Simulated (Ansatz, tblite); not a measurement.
# C14H8O2: a ladder of methods and basis sets

An exercise on one series of results from a longer session: the logs are not shown, and one member is left open.

The runs use Ansatz 0.2.0, Gaussian basis; as each input shows.

The runs, in order: GFN1-xTB, GFN2-xTB, PBE-D4/def2-TZVP, r2SCAN-D4/def2-TZVP, PBE-D4/def2-SVP, PBE0-D4/def2-SVP, HF/STO-3G, HF/6-31G, B3LYP-D4/6-31G, MP2/def2-SVP, RPA/def2-SVP.

4 further runs of the same task are left out: 4 that didn't finish. Runs told in other sessions of the task aren't counted.

### The relaxed structure

The singlet was relaxed beforehand with PBE0-D4/def2-SVP.

SMILES `c1ccc2c(c1)oc1c3ccccc3oc21`, 24 atoms, charge 0, spin multiplicity 1.

Bond lengths: C1–C2 1.405 Å, C1–C6 1.393 Å, C1–H17 1.092 Å, C2–C3 1.389 Å, C2–H18 1.092 Å, C3–C4 1.400 Å, C3–H19 1.091 Å, C4–C5 1.422 Å, C4–C16 1.426 Å, C5–C6 1.386 Å, C5–O7 1.367 Å, C6–H20 1.091 Å, O7–C8 1.351 Å, C8–C9 1.426 Å, C8–C16 1.365 Å, C9–C10 1.400 Å, C9–C14 1.422 Å, C10–C11 1.389 Å and more. Angles: C2–C1–C6 121.4°, C2–C1–H17 119.4°, C6–C1–H17 119.2°, C1–C2–C3 121.3°, C1–C2–H18 119.2°, C3–C2–H18 119.5°, C2–C3–C4 118.3°, C2–C3–H19 121.2°, C4–C3–H19 120.5°, C3–C4–C5 119.4°, C3–C4–C16 138.2°, C5–C4–C16 102.4°, C4–C5–C6 122.5°, C4–C5–O7 112.5°, C6–C5–O7 125.1°, C1–C6–C5 117.1°, C1–C6–H20 122.1°, C5–C6–H20 120.8° and more.

PBE0-D4/def2-TZVP was run before; its log isn't repeated, and its numbers join the tables.

Set-up of the first run:

Tight binding, by tblite at 300 K electronic temperature and without a spin-polarisation term:

```python
tblite.interface.Calculator('GFN1-xTB', numbers, positions, charge=0, uhf=0).singlepoint()
```

Tight binding, by tblite at 300 K electronic temperature and without a spin-polarisation term:

```python
tblite.interface.Calculator('GFN2-xTB', numbers, positions, charge=0, uhf=0).singlepoint()
```

start.molden holds the orbitals of an earlier run on this state, given as this run's starting guess.

Input file in.yaml:

```yaml
crystal:
  periodic: [false, false, false]
  atoms:
    - {symbol: C, position_ang: [-4.187632, 0.627487, 0.579350]}
    - {symbol: C, position_ang: [-4.089454, -0.082748, -0.628378]}
    - {symbol: C, position_ang: [-2.857217, -0.468238, -1.141812]}
    - {symbol: C, position_ang: [-1.703495, -0.129662, -0.424212]}
    - {symbol: C, position_ang: [-1.827073, 0.590140, 0.795798]}
    - {symbol: C, position_ang: [-3.054753, 0.975779, 1.311301]}
    - {symbol: O, position_ang: [-0.616636, 0.845273, 1.376771]}
    - {symbol: C, position_ang: [0.292470, 0.295327, 0.541620]}
    - {symbol: C, position_ang: [1.703495, 0.129563, 0.424254]}
    - {symbol: C, position_ang: [2.857238, 0.468451, 1.141688]}
    - {symbol: C, position_ang: [4.089521, 0.083721, 0.627821]}
    - {symbol: C, position_ang: [4.187633, -0.627561, -0.579303]}
    - {symbol: C, position_ang: [3.054756, -0.976049, -1.311147]}
    - {symbol: C, position_ang: [1.827059, -0.590520, -0.795583]}
    - {symbol: O, position_ang: [0.616648, -0.845315, -1.376759]}
    - {symbol: C, position_ang: [-0.292481, -0.295597, -0.541478]}
    - {symbol: H, position_ang: [-5.172726, 0.914484, 0.954237]}
    - {symbol: H, position_ang: [-5.001901, -0.337170, -1.172404]}
    - {symbol: H, position_ang: [-2.783635, -1.020365, -2.080433]}
    - {symbol: H, position_ang: [-3.117621, 1.527827, 2.250486]}
    - {symbol: H, position_ang: [2.783542, 1.020084, 2.080590]}
    - {symbol: H, position_ang: [5.001885, 0.336609, 1.172709]}
    - {symbol: H, position_ang: [5.172798, -0.913778, -0.954602]}
    - {symbol: H, position_ang: [3.117598, -1.527760, -2.250532]}
basis:
  gaussian: {orbitals: def2-TZVP, initial_orbitals: start.molden}
hamiltonian: {xc: pbe, dispersion: d4}
scf: {omitted_lower_state_checks: [starts]}
output: {orbitals: {seedname: orbitals}}
```

Started as:

```bash
$ ansatz run in.yaml --threads 4 --pin off --events-out ev --progress --plain --max-ram 6963MiB
```

Steps of the session up to this table: PBE-D4/def2-TZVP; r2SCAN-D4/def2-TZVP; PBE-D4/def2-SVP; PBE0-D4/def2-SVP; HF/STO-3G; HF/6-31G; B3LYP-D4/6-31G; MP2/def2-SVP; RPA/def2-SVP.

One of the session's tables, all rows but one given; the rest of the session is left out.

It belongs to the step «Binding energy». 

```
              level  binding an atom (eV)
          HF/STO-3G                 4.411
           HF/6-31G                 3.622
        HF/def2-SVP                 4.001
    PBE-D4/def2-SVP                 5.809
   PBE-D4/def2-TZVP                     ?
r2SCAN-D4/def2-TZVP                 5.496
     B3LYP-D4/6-31G                 5.280
   PBE0-D4/def2-SVP                 5.659
  PBE0-D4/def2-TZVP                 5.560
       MP2/def2-SVP                 5.415
```

**Question.** Estimate the row for PBE-D4/def2-TZVP.

The run gave: binding an atom (eV): 5.707. In the column «binding an atom (eV)» it lies between PBE0-D4/def2-SVP (5.659) and PBE-D4/def2-SVP (5.809).

To keep in mind: Free atoms were run apart at each level; binding is atoms less cluster, divided by the number of atoms, without zero-point or spin-orbit terms.
